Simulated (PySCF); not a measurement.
# C₃H₁₀GeOSi: electronic excitations

Aim: predict the electronic excitations of C₃H₁₀GeOSi (`CO[C@@H]1[CH2][GeH2][SiH2]1`).

Computed with PySCF 2.14.0, with density-fitted response routines of our own, on a single molecule in the gas phase. Atoms are numbered from 0 throughout.

## 1. Starting geometry

16 atoms, charge 0, multiplicity 1; geometry from: GFN2-xTB.

Bonds of the start (Å): C0–O1 1.40, O1–C2 1.41, C2–C3 1.55, C3–Ge4 2.00, Ge4–Si5 2.36, Si5–C2 1.93, C0–H6 1.10, C0–H7 1.09, C0–H8 1.10, C2–H9 1.10, C3–H10 1.09, C3–H11 1.09, Ge4–H12 1.52, Ge4–H13 1.52, Si5–H14 1.46, Si5–H15 1.46.

## 2. Ultraviolet spectrum: wB97X-D/def2-SVPD

What the job is given:

```
{"job": {"kind": "uv", "xc": "wB97X-D", "basis": "def2-SVPD", "nstates": 8, "ntriplets": 3}, "charge": 0, "multiplicity": 1}
C      2.381763     0.764303     0.112891
O      1.478218    -0.054513    -0.582423
C      0.117804     0.282099    -0.387949
C     -0.444347    -0.046162     1.017128
Ge    -2.246118    -0.725250     0.473538
Si    -1.014687    -0.765124    -1.543257
H      2.252641     1.818355    -0.167490
H      3.382034     0.434587    -0.164511
H      2.258501     0.672381     1.198221
H     -0.015931     1.358825    -0.587228
H      0.144783    -0.863414     1.439620
H     -0.373047     0.791144     1.711023
H     -3.311876     0.317229     0.753462
H     -2.695249    -1.882962     1.346616
H     -1.516737    -0.053565    -2.720549
H     -0.405350    -2.038991    -1.910503
```

Level: TDDFT wB97X-D/def2-SVPD, vertical, gas phase, core orbitals frozen in the response.

Command:

```sh
$ OMP_NUM_THREADS=1 python probes_run.py task.json out
```

This one command runs all jobs of the session in turn.

Standard output:

```text
coarse grid: 59272 points
cycle   1  E = -2561.4478381485  dE =  1.104e-02  |g| = 6.373e-01  |ddm| = 5.011e+00
cycle   2  E = -2561.4383326197  dE =  9.506e-03  |g| = 7.213e-01  |ddm| = 1.359e+00
cycle   3  E = -2561.5236240214  dE = -8.529e-02  |g| = 6.141e-02  |ddm| = 7.331e-01
cycle   4  E = -2561.5243120137  dE = -6.880e-04  |g| = 3.356e-02  |ddm| = 1.203e-01
cycle   5  E = -2561.5245112632  dE = -1.992e-04  |g| = 5.628e-03  |ddm| = 4.985e-02
cycle   6  E = -2561.5245197104  dE = -8.447e-06  |g| = 1.095e-03  |ddm| = 1.552e-02
final grid: 123520 points
cycle   7  E = -2561.5241467036  dE = -2.414e-06  |g| = 9.395e-04  |ddm| = 1.890e-02
cycle   8  E = -2561.5241468577  dE = -1.542e-07  |g| = 8.191e-04  |ddm| = 3.170e-03
cycle   9  E = -2561.5241469698  dE = -1.120e-07  |g| = 9.528e-05  |ddm| = 1.018e-03
cycle  10  E = -2561.5241469773  dE = -7.582e-09  |g| = 3.544e-05  |ddm| = 5.137e-04
cycle  11  E = -2561.5241469778  dE = -4.889e-10  |g| = 1.231e-05  |ddm| = 9.303e-05
converged SCF energy = -2561.5241469778

Static polarisability (au): isotropic 99.748, principal 82.737 100.588 115.920

Singlet excitations
state   eV       nm        f      main configurations
  1   6.4525    192.1   0.03079   H->L+2 0.26, H->L+1 0.22, H->L 0.16
  2   6.5584    189.0   0.03736   H-2->L 0.35, H-1->L+2 0.17, H-1->L 0.15
  3   6.7043    184.9   0.00463   H->L 0.36, H-1->L+1 0.25, H-1->L 0.14
  4   6.7743    183.0   0.01049   H-2->L+2 0.35, H-2->L+1 0.28, H-2->L 0.10
  5   6.8953    179.8   0.08191   H-2->L 0.34, H-1->L 0.17, H-1->L+2 0.14
  6   6.9263    179.0   0.22092   H-1->L 0.32, H-1->L+1 0.25, H-1->L+2 0.12
  7   7.0251    176.5   0.00812   H-2->L+2 0.23, H->L 0.16, H->L+1 0.16
  8   7.1638    173.1   0.02144   H->L+2 0.21, H-2->L+1 0.21, H-1->L+2 0.17

Triplet excitations (Tamm-Dancoff, eV): 5.7109 5.8531 6.2367
```

It took 2.7 min on 1 thread of Intel Xeon at 2.50GHz, shared host; peak memory 0.96 GiB.

Frontier orbitals and where they lie:

| orbital | eV | atoms |
| --- | --- | --- |
| HOMO−3 | -10.80 | O1 28 %, Ge4 15 %, C3 12 % |
| HOMO−2 | -9.62 | C2 24 %, C3 17 %, Si5 16 % |
| HOMO−1 | -9.42 | Ge4 25 %, Si5 24 %, O1 14 % |
| HOMO | -9.21 | O1 42 %, C3 17 %, Ge4 11 % |
| LUMO | 1.44 | Ge4 27 %, Si5 27 %, H13 10 % |
| LUMO+1 | 1.75 | Ge4 26 %, Si5 20 %, C3 10 % |
| LUMO+2 | 1.89 | Ge4 31 %, Si5 27 %, H14 7 % |

With each of the 8 states as a Gaussian band of 0.4 eV half-width at 1/e, the curve within the window shown has maxima at 180 nm (ε 15,000) L/(mol cm). Beyond the last state computed it falls off for lack of states. The curve at chosen wavelengths:

nm, ε (L/mol/cm) and a bar:
```
      166       2542 #####
      168       4224 ########
      170       6382 #############
      171       7582 ###############
      173      10033 ####################
      175      12243 #########################
      177      13857 ############################
      179      14642 ##############################
      180      14698 ##############################
      182      14185 #############################
      184      13001 ##########################
      186      11399 #######################
      188       9626 ###################
      189       8740 ##################
      191       7057 ##############
      193       5564 ###########
      195       4295 ########
      197       3250 ######
      198       2806 #####
      200       2061 ####
      202       1481 ###
      204       1041 ##
      206        715 #
      207        587 #
      209        389 
      211        252
```

Leading natural transition orbitals of singlet state 6: the hole lies on Ge4 29 %; Si5 28 %; C2 7 %; the particle on H12, H13 about 18 % each; Ge4 19 %; Si5 11 %.

Leading natural transition orbitals of singlet state 1: the hole lies on Ge4 26 %; C3 22 %; Si5 16 %; the particle on Si5 18 %; Ge4 16 %; H13, H14, H15 about 11 % each.

Further results of this job:

| property | computed |
| --- | --- |
| dipole moment (D) | 0.93 |
| polarisability (Å³) | 14.78 |
| HOMO–LUMO gap (eV) | 10.66 |
| −ε(HOMO) (eV) | 9.21 |

The fields below are evaluated on a grid from the run's orbitals.

Frontier orbitals at wB97X-D/def2-SVPD, with the share of their density that lies nearest to each atom:

```
orbital  energy (eV)                                       lies on
   HOMO        -9.21                    O1 43 %; C3 16 %; Ge4 10 %
   LUMO         1.44  Si5 17 %; H13, H14 about 15 % each; Ge4 13 %
```

ELF in a plane through or near 6 of the atoms.

Ten even steps from ' ' (0.00) to '@' (1.00):
```
                                                        
                                                        
                                                        
                                                        
                                                        
              --==..    ..::::..        ....            
            ==@@@@@@..  ..==++----::::::====--..        
            **@@@@@@++  ::**====##**::::++##**::        
            --%%@@@@--  ..++::--%%--==++..==++::        
      ..**%%%%++..====--::**##==--::==**::::::          
      --%%@@@@%%::%%######==**::::==--::::--::          
      ::%%@@@@##::##==::**==@@**::**@@@@%%**::          
        ::==--    **@@%%::::##..%%==--%%##==..          
                  ==**==    --  ==....::....            
                    ..      ::--::--::..                
                            ..::----::                  
                                ....                    
                                                        
                                                        
                                                        
```
The map spans 11.9 Å across and 10.4 Å up, centred on the molecule. Atoms in the plane (x, y in Å): C0 (-2.5, 0.1), O1 (-1.4, -0.7), C3 (0.4, 1.0), Ge4 (2.4, 0.5), Si5 (1.2, -1.6), H8 (-2.4, 1.1).

log10 of the density (e/Å³) in the same plane.

Ten even steps from '0' (-4.0) to '9' (1.5):
```
0000000000000000000000000000
0000000000000000000000000000
0000000000000000000000000000
0000000000001111110110000000
0000001111122333222222210000
0000012333334454444443322100
0000123455445566555555432100
0001235676545677666666543200
0012346777655787778976543210
0013467787666776679976543100
0023567777887776667765432100
0013456667887776666655432100
0012344456776667986654321000
0000122334554566876543210000
0000001123333456665433210000
0000000011122345554432100000
0000000000001233443321000000
0000000000000122222110000000
0000000000000001111000000000
0000000000000000000000000000
```
The map spans 11.9 Å across and 10.4 Å up, centred on the molecule. Atoms in the plane (x, y in Å): C0 (-2.5, 0.1), O1 (-1.4, -0.7), C3 (0.4, 1.0), Ge4 (2.4, 0.5), Si5 (1.2, -1.6), H8 (-2.4, 1.1).

On the surface of density 0.002 e/bohr³ the electrostatic potential runs, from the 1st to the 99th percentile, from -1.34 V near O1 to 0.97 V near Si5.

## 3. Results

```
                                quantity                        value
      lowest singlet (wB97X-D/def2-SVPD)  6.45 eV (192 nm), f = 0.031
brightest single state of those computed  state 6, 6.93 eV, f = 0.221
                          lowest triplet                      5.71 eV
   surface potential, 1st and 99th percentile           -1.34 V and 0.97 V
```

In words: The first singlet state (HOMO→LUMO+2 0.26, HOMO→LUMO+1 0.22) lies at 6.45 eV and is weak; of the 8 states computed, the strongest absorption comes from state 6 at 6.93 eV. The lowest triplet lies 0.74 eV below the lowest singlet (triplets in Tamm-Dancoff, singlets in full TDDFT).
